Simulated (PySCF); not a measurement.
# C₈H₅F: NMR shifts at several levels of theory, part 2 of 2

PySCF 2.14.0. Atoms count from 0. Earlier steps stand in the parts before.

## Step 5: Shielding tensors: wB97X-D/pcSseg-2

Job settings and geometry (Å):

```
{"job": {"kind": "nmr", "xc": "wB97X-D", "basis": "pcSseg-2", "pop": false}, "charge": 0, "multiplicity": 1}
C      3.123032    -0.349032     0.318643
C      1.917855    -0.353714     0.184388
C      0.501358    -0.366563     0.024588
C     -0.212847    -1.561638    -0.168151
C     -1.594229    -1.551419    -0.323669
C     -2.291155    -0.342858    -0.290258
C     -1.606457     0.855200    -0.100138
C     -0.227984     0.832058     0.055044
F      0.422419     1.973637     0.237676
H      4.190664    -0.340946     0.437619
H      0.343729    -2.500147    -0.192569
H     -2.130772    -2.490659    -0.471573
H     -3.376463    -0.329940    -0.412690
H     -2.122559     1.816332    -0.069410
```

With the program's defaults for keys left out, this is: GIAO wB97X-D/pcSseg-2 NMR shielding, non-relativistic, gas phase.

Standard output:

```text
coarse grid: 12880 points
cycle   1  E = -407.5590030109  dE =  1.883e+00  |g| = 5.756e-01  |ddm| = 3.466e+00
cycle   2  E = -407.5695947629  dE = -1.059e-02  |g| = 5.967e-01  |ddm| = 8.974e-01
cycle   3  E = -407.6256763404  dE = -5.608e-02  |g| = 8.312e-02  |ddm| = 4.567e-01
cycle   4  E = -407.6268223145  dE = -1.146e-03  |g| = 4.221e-02  |ddm| = 1.149e-01
cycle   5  E = -407.6272056690  dE = -3.834e-04  |g| = 1.660e-02  |ddm| = 5.257e-02
cycle   6  E = -407.6272672186  dE = -6.155e-05  |g| = 2.994e-03  |ddm| = 1.765e-02
cycle   7  E = -407.6272695367  dE = -2.318e-06  |g| = 8.714e-04  |ddm| = 4.818e-03
final grid: 128128 points
cycle   8  E = -407.6360022911  dE = -2.568e-04  |g| = 9.182e-03  |ddm| = 1.078e-01
cycle   9  E = -407.6360004745  dE =  1.817e-06  |g| = 1.023e-02  |ddm| = 1.583e-02
cycle  10  E = -407.6360157240  dE = -1.525e-05  |g| = 6.357e-04  |ddm| = 7.159e-03
cycle  11  E = -407.6360157792  dE = -5.518e-08  |g| = 3.787e-04  |ddm| = 1.507e-03
cycle  12  E = -407.6360158089  dE = -2.974e-08  |g| = 1.174e-04  |ddm| = 4.229e-04
cycle  13  E = -407.6360158122  dE = -3.281e-09  |g| = 4.189e-05  |ddm| = 2.007e-04
cycle  14  E = -407.6360158127  dE = -5.055e-10  |g| = 1.200e-05  |ddm| = 1.007e-04
converged SCF energy = -407.6360158127

GIAO shielding tensors (ppm)
atom      isotropic    diamagn.    paramagn.     s11        s22        s33       span
  0 C       90.837     262.980    -172.143     25.860     43.595    203.054    177.194
  1 C      102.568     258.915    -156.347     -0.255      3.405    304.554    304.809
  2 C       61.899     252.835    -190.936    -20.968     47.869    158.797    179.765
  3 C       36.589     252.365    -215.776    -73.848     21.853    161.762    235.610
  4 C       51.142     251.130    -199.988    -61.914     38.919    176.420    238.334
  5 C       42.543     249.368    -206.825    -70.304     25.752    172.182    242.485
  6 C       58.930     255.019    -196.088    -32.120     43.241    165.670    197.790
  7 C        4.907     251.414    -246.507    -90.511     17.837     87.396    177.907
  8 F      289.502     466.343    -176.841    212.286    272.586    383.634    171.348
  9 H       28.087      32.399      -4.313     23.775     24.786     35.698     11.923
 10 H       23.554      30.727      -7.172     20.181     22.301     28.181      8.001
 11 H       24.086      29.344      -5.258     20.881     24.255     27.123      6.242
 12 H       23.803      28.467      -4.664     20.699     23.837     26.873      6.174
 13 H       24.138      31.020      -6.882     20.905     23.973     27.537      6.632
```

Wall time 74 s (8 threads of Arm Neoverse V1, shared host).

Key values: δ C7 179.5, C3 147.8, C5 141.9, C4 133.3, H10 7.80, H12 7.55 ppm.

## Step 6: Nuclear shieldings: KT2/pcSseg-2

Same as in step 5 but for these lines:

```diff
@@ -1,2 +1,2 @@
-{"job": {"kind": "nmr", "xc": "wB97X-D", "basis": "pcSseg-2", "pop": false}, "charge": 0, "multiplicity": 1}
+{"job": {"kind": "nmr", "xc": "KT2", "basis": "pcSseg-2", "pop": false}, "charge": 0, "multiplicity": 1}
 C      3.123032    -0.349032     0.318643
```

With the program's defaults for keys left out, this is: GIAO KT2/pcSseg-2 NMR shielding, non-relativistic, gas phase.

Standard output:

```text
coarse grid: 12880 points
cycle   1  E = -414.5421882260  dE =  1.332e+00  |g| = 7.390e-01  |ddm| = 5.156e+00
cycle   2  E = -414.3872952408  dE =  1.549e-01  |g| = 1.172e+00  |ddm| = 2.079e+00
cycle   3  E = -414.6397947488  dE = -2.525e-01  |g| = 2.318e-01  |ddm| = 1.387e+00
cycle   4  E = -414.6507966125  dE = -1.100e-02  |g| = 9.846e-02  |ddm| = 2.744e-01
cycle   5  E = -414.6528370764  dE = -2.040e-03  |g| = 5.302e-02  |ddm| = 1.117e-01
cycle   6  E = -414.6534900241  dE = -6.529e-04  |g| = 1.269e-02  |ddm| = 4.353e-02
cycle   7  E = -414.6535229077  dE = -3.288e-05  |g| = 7.019e-03  |ddm| = 1.648e-02
cycle   8  E = -414.6535364774  dE = -1.357e-05  |g| = 1.183e-03  |ddm| = 6.925e-03
cycle   9  E = -414.6535367522  dE = -2.748e-07  |g| = 4.653e-04  |ddm| = 1.656e-03
final grid: 128128 points
cycle  10  E = -414.6737517531  dE = -5.786e-04  |g| = 2.301e-02  |ddm| = 7.874e-01
cycle  11  E = -414.6734977968  dE =  2.540e-04  |g| = 4.486e-02  |ddm| = 6.078e-02
cycle  12  E = -414.6738314818  dE = -3.337e-04  |g| = 5.421e-03  |ddm| = 4.222e-02
cycle  13  E = -414.6738361568  dE = -4.675e-06  |g| = 3.402e-03  |ddm| = 6.596e-03
cycle  14  E = -414.6738389681  dE = -2.811e-06  |g| = 8.947e-04  |ddm| = 3.102e-03
cycle  15  E = -414.6738391528  dE = -1.847e-07  |g| = 3.682e-04  |ddm| = 1.262e-03
cycle  16  E = -414.6738391910  dE = -3.821e-08  |g| = 1.181e-04  |ddm| = 4.151e-04
cycle  17  E = -414.6738391948  dE = -3.728e-09  |g| = 2.208e-05  |ddm| = 1.168e-04
cycle  18  E = -414.6738391949  dE = -1.174e-10  |g| = 7.720e-06  |ddm| = 2.366e-05
converged SCF energy = -414.6738391949

GIAO shielding tensors (ppm)
atom      isotropic    diamagn.    paramagn.     s11        s22        s33       span
  0 C       97.670     265.036    -167.366     37.917     56.733    198.360    160.443
  1 C      105.065     264.002    -158.938     12.655     13.472    289.066    276.411
  2 C       71.498     259.091    -187.592      4.558     57.303    152.634    148.077
  3 C       47.902     254.565    -206.663    -49.902     37.650    155.959    205.861
  4 C       60.827     254.118    -193.291    -40.954     51.544    171.891    212.845
  5 C       54.147     252.535    -198.388    -45.217     41.440    166.219    211.436
  6 C       68.502     258.545    -190.043    -12.450     56.463    161.491    173.941
  7 C       13.682     252.521    -238.839    -63.868     20.245     84.669    148.537
  8 F      265.412     466.554    -201.142    189.717    249.289    357.230    167.513
  9 H       27.735      31.926      -4.191     23.568     24.547     35.090     11.522
 10 H       23.705      29.744      -6.039     20.430     22.915     27.770      7.340
 11 H       24.240      27.519      -3.279     21.172     24.742     26.807      5.635
 12 H       23.983      26.743      -2.760     20.900     24.466     26.583      5.682
 13 H       24.264      30.004      -5.740     21.244     24.393     27.155      5.911
```

Wall time 39 s (8 threads of Arm Neoverse V1, shared host).

In short: δ C7 168.6, C3 134.4, C5 128.1, C4 121.5, H10 7.47, H12 7.19 ppm.

## Step 7: Nuclear shieldings: HF/pcSseg-2

Same as in step 6 but for these lines:

```diff
@@ -1,2 +1,2 @@
-{"job": {"kind": "nmr", "xc": "KT2", "basis": "pcSseg-2", "pop": false}, "charge": 0, "multiplicity": 1}
+{"job": {"kind": "nmr", "xc": "HF", "basis": "pcSseg-2", "pop": false}, "charge": 0, "multiplicity": 1}
 C      3.123032    -0.349032     0.318643
```

Level: GIAO HF/pcSseg-2 NMR shielding, non-relativistic, gas phase.

Standard output:

```text
final grid: 128128 points
cycle   1  E = -405.2218304111  dE =  2.581e+00  |g| = 6.812e-01  |ddm| = 3.733e+00
cycle   2  E = -405.3301937898  dE = -1.084e-01  |g| = 3.598e-01  |ddm| = 8.910e-01
cycle   3  E = -405.3542809364  dE = -2.409e-02  |g| = 1.093e-01  |ddm| = 3.650e-01
cycle   4  E = -405.3574065402  dE = -3.126e-03  |g| = 3.141e-02  |ddm| = 1.616e-01
cycle   5  E = -405.3576506832  dE = -2.441e-04  |g| = 9.785e-03  |ddm| = 4.465e-02
cycle   6  E = -405.3576784439  dE = -2.776e-05  |g| = 2.388e-03  |ddm| = 1.355e-02
cycle   7  E = -405.3576819293  dE = -3.485e-06  |g| = 1.039e-03  |ddm| = 5.424e-03
cycle   8  E = -405.3576825526  dE = -6.233e-07  |g| = 4.149e-04  |ddm| = 1.751e-03
cycle   9  E = -405.3576827760  dE = -2.234e-07  |g| = 2.096e-04  |ddm| = 1.181e-03
cycle  10  E = -405.3576828361  dE = -6.007e-08  |g| = 1.277e-04  |ddm| = 6.230e-04
cycle  11  E = -405.3576828604  dE = -2.429e-08  |g| = 4.496e-05  |ddm| = 4.603e-04
cycle  12  E = -405.3576828642  dE = -3.808e-09  |g| = 1.167e-05  |ddm| = 1.999e-04
cycle  13  E = -405.3576828643  dE = -1.174e-10  |g| = 4.293e-06  |ddm| = 2.859e-05
converged SCF energy = -405.3576828643

GIAO shielding tensors (ppm)
atom      isotropic    diamagn.    paramagn.     s11        s22        s33       span
  0 C       95.909     262.181    -166.272     35.429     54.480    197.819    162.390
  1 C      118.852     254.991    -136.139     13.412     16.515    326.630    313.218
  2 C       72.098     247.486    -175.388    -19.106     61.837    173.565    192.670
  3 C       43.254     251.985    -208.731    -73.838     30.873    172.727    246.564
  4 C       61.031     250.278    -189.248    -55.316     52.545    185.864    241.180
  5 C       48.701     247.814    -199.113    -71.144     34.279    182.968    254.112
  6 C       68.715     253.344    -184.630    -24.753     54.499    176.398    201.151
  7 C       16.584     252.914    -236.330    -95.348     37.120    107.980    203.328
  8 F      335.891     466.216    -130.325    267.874    325.123    414.675    146.801
  9 H       27.878      32.864      -4.986     23.512     24.542     35.579     12.066
 10 H       23.724      31.173      -7.449     19.739     22.901     28.532      8.793
 11 H       24.441      29.847      -5.406     20.506     25.335     27.482      6.976
 12 H       24.000      28.679      -4.679     20.369     24.508     27.124      6.756
 13 H       24.391      31.218      -6.827     20.383     24.930     27.860      7.477
```

Run time: 38 s. Hardware: 8 threads of Arm Neoverse V1, shared host.

In short: δ C7 174.9, C3 148.2, C5 142.8, C4 130.4, H10 7.96, H12 7.68 ppm.

## Step 8: Run by run: NMR shifts

Shifts (ppm) of some atoms, chosen among heavy atoms and hydrogens apart, with basis size and wall time:

```
             run     C3     C5     C4    C1   H12    H9      F8  functions  time
   PBE0/pcSseg-2  145.8  139.7  131.8  82.8  7.51  3.29  -106.6        394  56 s
    PBE/pcSseg-2  143.4  136.8  129.9  85.0  7.38  3.22  -115.8        394  39 s
wB97X-D/pcSseg-2  147.8  141.9  133.3  81.8  7.55  3.27  -103.1        394  74 s
    KT2/pcSseg-2  134.4  128.1  121.5  77.2  7.19  3.44  -129.1        394  39 s
     HF/pcSseg-2  148.2  142.8  130.4  72.6  7.68  3.80   -90.6        394  38 s
```

## Step 9: Results

This closing draws on all 2 parts.

```
                                quantity                                                     value
                             point group                                                        Cs
    rotational constants (main isotopes)                                      2.96, 1.49, 0.99 GHz
  ¹³C shifts against TMS (PBE0/pcSseg-2)  177.8, 145.8, 139.7, 131.8, 123.9, 120.5, 94.0, 82.8 ppm
   ¹H shifts against TMS (PBE0/pcSseg-2)                          7.77, 7.51, 7.25, 7.20, 3.29 ppm
¹⁹F shifts against CFCl3 (PBE0/pcSseg-2)                                                -106.6 ppm
                range of the shift of F8                                       -129.1 to -90.6 ppm
```

In words: Single values in the summary come from the first sound run of each kind (PBE0/pcSseg-2), which need not be the best level. Over 6 steps the energy fell by 0.060 eV; of the close pairs, C0–H9 changed most, 1.049 to 1.074 Å. At PBE0/pcSseg-2: Shielding is most anisotropic at C1 (span 299 ppm, paramagnetic term -159 ppm). NICS(1)zz of -26 ppm above the planar ring from C2 marks a diatropic (aromatic) ring current. Across the 5 runs the shift of F8 moves most, between -129.1 (KT2/pcSseg-2) and -90.6 ppm (HF/pcSseg-2).
